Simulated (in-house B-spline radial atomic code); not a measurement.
# Cu⁶⁺: partial-wave convergence of RPA

Aim: find how fast the RPA correlation energy and the G0W0 level of Cu⁶⁺ converge with the highest angular momentum of the empty states (PBE start).

Program: an in-house B-spline radial atomic code, version 1. Level of theory: RPA, second order, AC-SOSEX and G0W0 (contour deformation) on a scalar-relativistic mean field, all electrons; no spin-orbit coupling, Breit or QED terms, no two-electron picture change. These are calculated values, not measurements, unless marked.

**1. The system**

* element: copper (Z = 29)
* charge: +6
* electrons: 23
* configuration: [Ar] 3d5
* Hamiltonian: scalar-relativistic (spin-free one-electron X2C), finite nucleus
* values of lmax: 4, 5, 6, 7, 8, 9, 10, 11

The outer shells:

Cu6+
```
[Ar] core
3d [↑ ][↑ ][↑ ][↑ ][↑ ]
```

**2. The run with lmax = 4**

The run's settings:

```ini
Z = 29
electrons = 23.0
configuration = [Ar] 3d5
hamiltonian = x2c
method = pbe,pbe
lmax = 4
rms_radius = 3.8823
spin_polarised = True
box_radius = 9.29
intervals = 67
```

On the command line:

```
python run_gw.py task.json out
```

One command runs all members of the session, one after another, from task.json.

Further steps of the session: The run with lmax = 5; The run with lmax = 6; The run with lmax = 7; The run with lmax = 8; The run with lmax = 9; The run with lmax = 10; The run with lmax = 11.

What does the calculation give? Wanted: highest level, mean field; highest level, G0W0; RPA correlation energy; RPA+SOSEX.

The runs gave:

```
                                       quantity                                                              value
highest level, mean field (range over the runs)                                                         -124.91 eV
      highest level, G0W0 (range over the runs)                                              -139.21 to -139.08 eV
                         RPA correlation energy                                           -1.626 to -1.605 hartree
                                      RPA+SOSEX                                         -1.0827 to -1.0583 hartree
    semi-empirical ionisation energy (3d shell)  139.00 ± 1 eV (NIST Atomic Spectra Database, ionization energies)
            G0W0 removal energy less that value                                               +0.0755 to +0.213 eV
```

In words: At lmax = 4 the plain sum holds 90.5 % of the last extrapolated value, at lmax = 11 it holds 99.5 %. With the tail added, the runs differ from the last by up to 1.3 %, and from lmax = 7 on all values lie within 0.5 % of the last; the plain sum reaches 99 % at lmax = 9. The extrapolated value still moves by 0.56 millihartree in the last step. The G0W0 level varies by 0.14 eV over the range. The time rises from 1 s to 1.8 s. All G0W0 removal energies agree with the semi-empirical ionisation energy, 139.00 ± 1 eV, within its uncertainty.
